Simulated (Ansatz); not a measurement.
# ClF2HSi: the cost of one run

Method: PBE0-D4/def2-TZVP structures, single points in def2-TZVPP, no counterpoise correction; program: Ansatz 0.2.0, Gaussian basis.

Levels: SPW92, PBE-D4, BLYP-D4, r2SCAN-D4, B97M-V, PBE0-D4, B3LYP-D4, r2SCAN0-D4, BHLYP-D4, CAM-B3LYP-D4, wB97X-V, wB97M-V, B2PLYP, PBE-QIDH, RPA on PBE, Hartree-Fock, MP2, CCSD, CCSD(T).

Cores are frozen in the correlated methods. B3LYP uses VWN-RPA correlation. B2PLYP carries no dispersion term here.

94 further runs of the same task are left out: 94 set aside as unsound or not needed.

**1. The starting structure**

The complex: 7 atoms, charge 0, spin multiplicity 1.

Atoms are counted from 1 here; the program's logs count them from 0.

Bond lengths: Si1–F3 1.573 Å, Si1–F4 1.576 Å, Si1–H5 1.461 Å, Si1–Cl7 2.039 Å, F2–H6 0.925 Å. Angles: F3–Si1–F4 107.8°, F3–Si1–H5 111.5°, F3–Si1–Cl7 108.3°, F4–Si1–H5 110.2°, F4–Si1–Cl7 107.3°, H5–Si1–Cl7 111.6°.

Geometry (Å):

```xyz
7

Si   -0.8063    0.1016   -0.4058
F     1.7753   -0.9193    1.2399
F    -0.2055   -0.9308   -1.4298
F    -2.1104    0.7130   -1.0465
H    -1.1214   -0.5335    0.8716
H     1.9405   -0.0572    0.9489
Cl    0.5278    1.6263   -0.1784
```

Its parts: ClF2HSi holds atoms 1, 3, 4, 5, 7; HF holds atoms 2, 6. Each part counts its atoms afresh in its own runs.

**2. Relaxing ClF2HSi alone**

File relax-a/in.yaml:

```yaml
crystal:
  periodic: [false, false, false]
  atoms:
    - {symbol: Si, position_ang: [-0.806335, 0.101585, -0.405817]}
    - {symbol: F, position_ang: [-0.205466, -0.930806, -1.429770]}
    - {symbol: F, position_ang: [-2.110397, 0.712994, -1.046523]}
    - {symbol: H, position_ang: [-1.121424, -0.533548, 0.871569]}
    - {symbol: Cl, position_ang: [0.527777, 1.626266, -0.178439]}
basis:
  gaussian: {orbitals: def2-TZVP}
hamiltonian: {xc: pbe0, dispersion: d4}
relax: {f_tol: 0.005, max_steps: 200}
```

Started as:

```console
$ ansatz run in.yaml --threads 4 --pin off --events-out ev --progress --plain --max-ram 9574MiB
```

**Question.** How long does this run take on 4 threads of Arm Neoverse V1, shared host?

About 7 s.
